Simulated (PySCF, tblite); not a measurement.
# C5H6N2: vibronic structure

Aim: compute the vibronic structure of C5H6N2 (`Cc1cnccn1`).

Programs: tblite 0.8.0 and PySCF 2.14.0, with routines of our own; each step states its level. All values are computed. Atoms count from 0.

## (1) The starting structure

13 atoms, charge 0, multiplicity 1; geometry from: force field or distance geometry start.

## (2) Geometry optimisation with GFN2-xTB

The job: settings as JSON, then the geometry in Å.

```
{"job": {"kind": "relax", "xc": "GFN2-xTB", "basis": "xTB"}, "charge": 0, "multiplicity": 1}
C      1.996100    -0.514300    -0.247900
C      0.540000    -0.148700    -0.090000
C      0.172700     0.868100     0.783700
N     -1.128400     1.242400     0.958500
C     -2.032400     0.525900     0.261100
C     -1.667600    -0.494000    -0.607400
N     -0.371800    -0.852400    -0.794400
H      2.419100    -0.820900     0.715400
H      2.554800     0.344500    -0.624400
H      2.100300    -1.336500    -0.953800
H      0.890300     1.434500     1.349100
H     -3.073500     0.802300     0.392900
H     -2.404200    -1.050500    -1.160500
```

The run is started by

```console
> OMP_NUM_THREADS=1 python excited_run.py task.json out
```

One launch serves the whole session: the jobs run in the order shown.

The log of the run:

```text
step      E/eV     max force
  0    -532.92084    2.157
  1    -533.00847    0.821
  2    -533.02573    0.282
  3    -533.03247    0.154
  4    -533.03478    0.126
  5    -533.03610    0.113
  6    -533.03784    0.099
  7    -533.03882    0.070
  8    -533.03930    0.046
  9    -533.03963    0.068
 10    -533.03998    0.062
 11    -533.04024    0.041
 12    -533.04039    0.033
 13    -533.04052    0.037
 14    -533.04068    0.041
 15    -533.04087    0.038
 16    -533.04105    0.034
 17    -533.04117    0.028
 18    -533.04124    0.024
 19    -533.04129    0.017
 20    -533.04131    0.010
```

Wall time 0.08 s (1 thread of Intel Xeon Platinum 8488C, shared host).

Along the way:

```
step  energy from step 0 (eV)  largest force (eV/Å)
   0                   0.0000                2.1574
   1                  -0.0876                0.8213
   2                  -0.1049                0.2820
   3                  -0.1116                0.1541
   4                  -0.1139                0.1261
   5                  -0.1153                0.1126
   6                  -0.1170                0.0991
   7                  -0.1180                0.0700
   8                  -0.1185                0.0457
   9                  -0.1188                0.0680
  10                  -0.1191                0.0621
  11                  -0.1194                0.0409
  12                  -0.1196                0.0333
  13                  -0.1197                0.0367
  14                  -0.1198                0.0407
  15                  -0.1200                0.0383
  16                  -0.1202                0.0343
  17                  -0.1203                0.0279
  18                  -0.1204                0.0236
  19                  -0.1205                0.0175
  20                  -0.1205                0.0100
```

Close pairs (by a distance rule), those that changed most:

```
  bond  before (Å)  after (Å)  change (Å)
 C2–N3       1.365      1.320      -0.045
 C5–N6       1.357      1.324      -0.033
 C1–N6       1.350      1.328      -0.022
 N3–C4       1.348      1.326      -0.022
 C0–C1       1.510      1.493      -0.016
C2–H10       1.075      1.082      +0.007
 C1–C2       1.390      1.397      +0.007
 C0–H7       1.096      1.089      -0.007
```

The final coordinates are the input of the step that follows.

## (3) Vibrational analysis with GFN2-xTB

The job: settings as JSON, then the geometry in Å.

```
{"job": {"kind": "ir", "xc": "GFN2-xTB", "basis": "xTB"}, "charge": 0, "multiplicity": 1}
C      1.977279    -0.520574    -0.255541
C      0.543616    -0.145038    -0.073040
C      0.147399     0.882588     0.786647
N     -1.120361     1.214221     0.948690
C     -2.018827     0.527101     0.256011
C     -1.637015    -0.493823    -0.600939
N     -0.364990    -0.825456    -0.761995
H      2.411306    -0.824353     0.695885
H      2.544896     0.330835    -0.628021
H      2.049541    -1.340662    -0.964056
H      0.869929     1.451858     1.356692
H     -3.052832     0.808021     0.397035
H     -2.354330    -1.064232    -1.175096
```

The log of the run:

```text
mode    cm-1     km/mol
  1      67.8      0.67
  2     152.0      0.55
  3     319.4      1.66
  4     363.2     12.24
  5     425.7      8.25
  6     543.7      0.01
  7     613.8      0.31
  8     720.9      0.12
  9     795.1      1.32
 10     844.6      1.43
 11     903.7      0.07
 12     904.4      0.09
 13     989.4     12.28
 14    1023.2     13.71
 15    1025.6     38.98
 16    1103.9      3.48
 17    1162.7      3.38
 18    1232.8     13.86
 19    1236.2     17.90
 20    1254.4      4.81
 21    1372.1     38.08
 22    1389.9     38.35
 23    1433.3     44.24
 24    1464.6      1.51
 25    1464.9      8.62
 26    1533.6     12.48
 27    1583.1      2.02
 28    3013.0     17.01
 29    3023.0     10.93
 30    3054.0     37.40
 31    3058.9     10.30
 32    3062.1      9.88
 33    3071.9     46.80
```

Wall time 0.27 s (1 thread of Intel Xeon Platinum 8488C, shared host).

Which atoms move in the most intense modes:

```
cm⁻¹  km/mol                                atoms
1026    39.0            N6 33 %, C2 28 %, C4 12 %
1236    17.9  N6 24 %, C4 16 %, C5 14 %, H12 13 %
1372    38.1           C1 26 %, N3 18 %, H11 10 %
1390    38.4   H8 23 %, H7 23 %, C0 22 %, H9 18 %
1433    44.2                     C1 18 %, C5 18 %
3013    17.0                     H7 46 %, H8 45 %
3054    37.4                             H10 86 %
3072    46.8                   H11 80 %, H12 12 %
```

## (4) Vibronic structure: TDDFT PBE0/def2-SVP

Settings changed since step 3:

```diff
@@ -1,2 +1,2 @@
-{"job": {"kind": "ir", "xc": "GFN2-xTB", "basis": "xTB"}, "charge": 0, "multiplicity": 1}
+{"job": {"kind": "vib", "xc": "PBE0", "basis": "def2-SVP", "tda": false}, "charge": 0, "multiplicity": 1}
 C      1.977279    -0.520574    -0.255541
```

Method: TDDFT PBE0/def2-SVP vertical-gradient vibronic structure (displaced harmonic oscillators, Condon), gas phase.

The log of the run:

```text
final grid: 50976 points
cycle   1  E = -303.0341842448  dE =  1.184e+00  |g| = 3.147e-01  |ddm| = 4.062e+00
cycle   2  E = -303.0319439196  dE =  2.240e-03  |g| = 3.539e-01  |ddm| = 8.227e-01
cycle   3  E = -303.0592365529  dE = -2.729e-02  |g| = 6.768e-02  |ddm| = 3.882e-01
cycle   4  E = -303.0600786726  dE = -8.421e-04  |g| = 2.631e-02  |ddm| = 6.873e-02
cycle   5  E = -303.0602379984  dE = -1.593e-04  |g| = 5.865e-03  |ddm| = 3.104e-02
cycle   6  E = -303.0602443452  dE = -6.347e-06  |g| = 3.513e-03  |ddm| = 9.326e-03
cycle   7  E = -303.0602476507  dE = -3.305e-06  |g| = 4.498e-04  |ddm| = 3.712e-03
cycle   8  E = -303.0602477004  dE = -4.976e-08  |g| = 1.329e-04  |ddm| = 6.451e-04
cycle   9  E = -303.0602477042  dE = -3.798e-09  |g| = 5.515e-05  |ddm| = 1.823e-04
cycle  10  E = -303.0602477049  dE = -6.377e-10  |g| = 2.532e-05  |ddm| = 8.652e-05
converged SCF energy = -303.0602477049

Singlet excitations (eV, f): 4.087 (0.0047)  4.619 (0.0001)  5.574 (0.0993)  5.693 (0.0000)  6.357 (0.0000)  6.524 (0.1463)

State S1  4.0871 eV  f = 0.00466  H->L 1.00
  relaxed dipole 0.624 D, largest gradient of the excitation energy 0.0266 Eh/bohr
  mode    cm-1        S   lambda/meV  Raman
    6    543.7    0.4438      29.9   0.632
    7    613.8    0.3362      25.6   0.610
   17   1162.7    0.1537      22.2   1.000
   20   1254.4    0.0945      14.7   0.715
   26   1533.6    0.0479       9.1   0.543
   18   1232.8    0.0340       5.2   0.248
   19   1236.2    0.0205       3.1   0.151
   24   1464.6    0.0127       2.3   0.131
   10    844.6    0.0079       0.8   0.027
  reorganisation energy 0.1153 eV, total S 1.168, 0-0 3.9718 eV
  absorption maximum 3.972 eV, width 0.176 eV

State S3  5.5743 eV  f = 0.09934  H-1->L 0.88, H-3->L+1 0.11
  relaxed dipole 0.988 D, largest gradient of the excitation energy 0.0391 Eh/bohr
  mode    cm-1        S   lambda/meV  Raman
    7    613.8    0.6752      51.4   0.623
    6    543.7    0.6594      44.5   0.477
   20   1254.4    0.2596      40.4   1.000
   16   1103.9    0.2228      30.5   0.665
   10    844.6    0.2244      23.5   0.392
   15   1025.6    0.1290      16.4   0.332
   27   1583.1    0.0339       6.7   0.208
    3    319.4    0.1680       6.7   0.042
   21   1372.1    0.0228       3.9   0.105
   23   1433.3    0.0212       3.8   0.107
   18   1232.8    0.0179       2.7   0.067
   17   1162.7    0.0120       1.7   0.040
  reorganisation energy 0.2350 eV, total S 2.463, 0-0 5.3393 eV
  absorption maximum 5.485 eV, width 0.380 eV

State S6  6.5242 eV  f = 0.14626  H-1->L+1 0.88, H-3->L 0.10
  relaxed dipole 0.822 D, largest gradient of the excitation energy 0.0563 Eh/bohr
  mode    cm-1        S   lambda/meV  Raman
   27   1583.1    0.9291     182.4   1.000
   16   1103.9    0.4282      58.6   0.224
   15   1025.6    0.2258      28.7   0.102
   20   1254.4    0.1479      23.0   0.100
   18   1232.8    0.1352      20.7   0.088
   10    844.6    0.1730      18.1   0.053
   22   1389.9    0.0638      11.0   0.053
   21   1372.1    0.0626      10.7   0.051
    3    319.4    0.2044       8.1   0.009
    6    543.7    0.1158       7.8   0.015
    7    613.8    0.0881       6.7   0.014
   13    989.4    0.0542       6.6   0.023
  reorganisation energy 0.3983 eV, total S 2.700, 0-0 6.1259 eV
  absorption maximum 6.322 eV, width 0.608 eV

State T1  3.3318 eV  f = 0.00000  H->L 0.97
  relaxed dipole 0.520 D, largest gradient of the excitation energy 0.0260 Eh/bohr
  mode    cm-1        S   lambda/meV  Raman
    6    543.7    0.3281      22.1   0.489
   17   1162.7    0.1467      21.2   1.000
    7    613.8    0.2114      16.1   0.401
   20   1254.4    0.0817      12.7   0.648
   18   1232.8    0.0263       4.0   0.201
   19   1236.2    0.0138       2.1   0.107
   24   1464.6    0.0062       1.1   0.067
   15   1025.6    0.0087       1.1   0.046
   13    989.4    0.0081       1.0   0.040
   26   1533.6    0.0052       1.0   0.062
   10    844.6    0.0053       0.6   0.019
  reorganisation energy 0.0848 eV, total S 0.852, 0-0 3.2470 eV
  absorption maximum 3.247 eV, width 0.098 eV
```

Run time: 25 s. Hardware: 1 thread of Intel Xeon Platinum 8488C, shared host; peak memory 0.63 GiB.

The fields below are evaluated on a grid from the run's orbitals.

Frontier orbitals at PBE0/def2-SVP, with the share of their density that lies nearest to each atom:

```
orbital  energy (eV)                                                                lies on
   HOMO        -7.01                       N3, N6 about 31 % each; 4 C atoms about 6 % each
   LUMO        -1.15  N3, N6 about 27 % each; C2, C5 about 12 % each; C1, C4 about 7 % each
```

ELF in a plane through or near 11 of the atoms.

Values, 10 rows by 14 columns:
```
0.00 0.00 0.00 0.00 0.00 0.00 0.00 0.00 0.00 0.00 0.00 0.00 0.00 0.00
0.00 0.00 0.00 0.00 0.00 0.00 0.05 0.00 0.00 0.00 0.00 0.00 0.00 0.00
0.00 0.00 0.00 0.00 0.00 0.83 0.99 0.07 0.56 0.79 0.02 0.00 0.00 0.00
0.00 0.00 0.00 0.00 0.01 0.43 0.99 0.50 0.67 0.89 0.03 0.07 0.00 0.00
0.00 0.00 0.01 0.14 0.42 0.17 0.82 0.46 0.65 0.46 0.98 1.00 0.52 0.00
0.00 0.00 0.02 0.31 0.16 0.67 0.32 0.65 0.40 0.90 0.57 0.82 0.10 0.00
0.00 0.00 0.01 0.71 0.99 0.65 0.46 0.81 0.63 0.57 0.33 0.00 0.00 0.00
0.00 0.00 0.00 0.64 0.98 0.18 0.72 0.92 0.08 1.00 0.99 0.17 0.00 0.00
0.00 0.00 0.00 0.00 0.00 0.00 0.01 0.03 0.00 0.25 0.09 0.00 0.00 0.00
0.00 0.00 0.00 0.00 0.00 0.00 0.00 0.00 0.00 0.00 0.00 0.00 0.00 0.00
```
The map spans 11.5 Å across and 9.4 Å up, centred on the molecule. Atoms in the plane (x, y in Å): C0 (-2.0, -0.3), C1 (-0.6, -0.1), C2 (0.0, 1.2), N3 (1.3, 1.4), C4 (2.1, 0.3), C5 (1.5, -1.0), N6 (0.2, -1.2), H9 (-2.2, -1.4), H10 (-0.6, 2.1), H11 (3.1, 0.5), H12 (2.1, -1.9).

On the surface of density 0.002 e/bohr³ the electrostatic potential runs, from the 1st to the 99th percentile, from -1.54 V near N3 to 0.92 V near H10.

## (5) Vibronic structure: PBE00/def2-SVP

Settings changed since step 4:

```diff
@@ -1,2 +1,2 @@
-{"job": {"kind": "vib", "xc": "PBE0", "basis": "def2-SVP", "tda": false}, "charge": 0, "multiplicity": 1}
+{"job": {"kind": "vib", "xc": "PBE00", "basis": "def2-SVP", "tda": false, "fwhm_ev": 0.02, "nbright": 3, "scf": {"max_cycle": 73}, "maxiter": 30}, "charge": 0, "multiplicity": 1}
 C      1.977279    -0.520574    -0.255541
```

With the program's defaults for keys left out, this is: PBE00/def2-SVP.

The log of the run:

```text
KeyError: "LibXCFunctional: name 'PBE00' not found."
```

Wall time 0.06 s (1 thread of Intel Xeon Platinum 8488C, shared host).

Diagnosis: No functional is called PBE00: the name is misspelt. Cure: type the name correctly.

## (6) Summary of results

| quantity | value |
| --- | --- |
| strongest single infrared mode (GFN2-xTB) | 3072 cm⁻¹, 47 km/mol |
| zero-point energy (GFN2-xTB) | 63.2 kcal/mol |
| S1: vertical, reorganisation, 0-0, total S (step 4, TDDFT PBE0/def2-SVP, modes from GFN2-xTB) | 4.09, 0.12, 3.97 eV; 1.2 |
| S3: vertical, reorganisation, 0-0, total S (step 4, TDDFT PBE0/def2-SVP, modes from GFN2-xTB) | 5.57, 0.23, 5.34 eV; 2.5 |
| S6: vertical, reorganisation, 0-0, total S (step 4, TDDFT PBE0/def2-SVP, modes from GFN2-xTB) | 6.52, 0.40, 6.13 eV; 2.7 |
| surface potential, 1st and 99th percentile | -1.54 V and 0.92 V |
| runs | 1 failed, 0 ended on unsound input |

What this shows: All 33 modes are real, so the xTB geometry is a minimum. The strongest single mode, at 3072 cm⁻¹, moves mainly H11. Unscaled tight-binding wavenumbers are off by several per cent, some by more. Its intensities can rank the bands wrongly. The vibronic model keeps the ground-state modes (from xTB) and shifts them along the gradient alone, so it can miss much of the relaxation that a full optimisation finds. By nearest atom (PBE0/def2-SVP), the HOMO sits on N3, N6 about 31 % each; 4 C atoms about 6 % each and the LUMO on N3, N6 about 27 % each; C2, C5 about 12 % each.
